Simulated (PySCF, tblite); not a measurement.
# C₅H₈F₃OP: geometry, infrared bands and NMR shifts

What infrared bands and NMR shifts should C₅H₈F₃OP (`COCP(C)C(F)=C(F)F`) show?

Programs: tblite 0.8.0 and PySCF 2.14.0, with density-fitted response routines of our own. Each step states its level of theory. These are calculated values for one molecule in the gas phase, unless marked as measured. Atoms are numbered from 0 throughout.

### Step 1. The starting structure

18 atoms, charge 0, multiplicity 1; geometry from: force field or distance geometry start.

Bonds of the start (Å): C0–O1 1.41, O1–C2 1.42, C2–P3 1.80, P3–C4 1.80, P3–C5 1.79, C5–F6 1.36, C5–C7 1.34, C7–F8 1.35, C7–F9 1.36, C0–H10 1.09, C0–H11 1.11, C0–H12 1.12, C2–H13 1.08, C2–H14 1.12, C4–H15 1.13, C4–H16 1.10, C4–H17 1.11.

### Step 2. Optimising the geometry with GFN2-xTB

What the job is given:

```
{"job": {"kind": "relax", "xc": "GFN2-xTB", "basis": "xTB"}, "charge": 0, "multiplicity": 1}
C      3.000800    -0.780500    -0.166200
O      1.753700    -0.307000    -0.635600
C      0.981300    -0.190900     0.545700
P     -0.651500     0.416200     0.073100
C     -0.991300     2.179100     0.079000
C     -1.810500    -0.697000    -0.709000
F     -1.683600    -1.183600    -1.974700
C     -2.888500    -1.094100    -0.023800
F     -3.789600    -1.933100    -0.574200
F     -3.050900    -0.629000     1.242200
H      3.643700    -0.895500    -1.033000
H      2.812100    -1.754100     0.332500
H      3.409000    -0.082400     0.610600
H      1.547000     0.352200     1.286700
H      0.877700    -1.242900     0.906500
H     -0.532600     2.600800    -0.860100
H     -0.571800     2.792800     0.883800
H     -2.063600     2.455300     0.004900
```

The run is started by

```
OMP_NUM_THREADS=1 python probes_run.py task.json out
```

One launch serves the whole session: the jobs run in the order shown.

**Question.** This job is followed by: GFN2-xTB harmonic vibrations, gas phase; GIAO PBE0/pcSseg-1 NMR shielding, non-relativistic, gas phase. What will the session give for the following? strongest single infrared mode (GFN2-xTB); zero-point energy (GFN2-xTB); 13C shifts against TMS (PBE0/pcSseg-1); 1H shifts against TMS (PBE0/pcSseg-1, means over atoms taken as alike); 17O shifts against H2O (PBE0/pcSseg-1); 31P shifts against H3PO4 (PBE0/pcSseg-1); 19F shifts against CFCl3 (PBE0/pcSseg-1).

**Answer**, as computed:

| quantity | value |
| --- | --- |
| strongest single infrared mode (GFN2-xTB) | 1192 cm⁻¹, 209 km/mol |
| zero-point energy (GFN2-xTB) | 77.7 kcal/mol |
| 13C shifts against TMS (PBE0/pcSseg-1) | 169.3, 138.0, 70.8, 62.9, 5.8 ppm |
| 1H shifts against TMS (PBE0/pcSseg-1, means over atoms taken as alike) | 3.66, 3.56, 1.51 ppm |
| 17O shifts against H2O (PBE0/pcSseg-1) | 18.0 ppm |
| 31P shifts against H3PO4 (PBE0/pcSseg-1) | -41.0 ppm |
| 19F shifts against CFCl3 (PBE0/pcSseg-1) | -92.7, -122.8, -209.7 ppm |

**Reading.** The optimisation took 165 steps and gained 2.843 eV; among the close pairs (by a distance rule), C2–P3 changed most, from 1.805 to 1.867 Å. No mode is imaginary among the 48: a minimum at this level. The strongest single mode, at 1192 cm⁻¹, moves mainly C7. Unscaled tight-binding wavenumbers are off by several per cent, some by more. Its intensities can rank the bands wrongly. H13, H14 (mean) (hydrogen on an sp3 CH2 bonded to O and P) lies farthest downfield among hydrogen, at 3.66 ppm; its carbon carries O, which withdraws density. At PBE0/pcSseg-1: The largest span, 152 ppm, is at F6, where the paramagnetic term is -90 ppm.
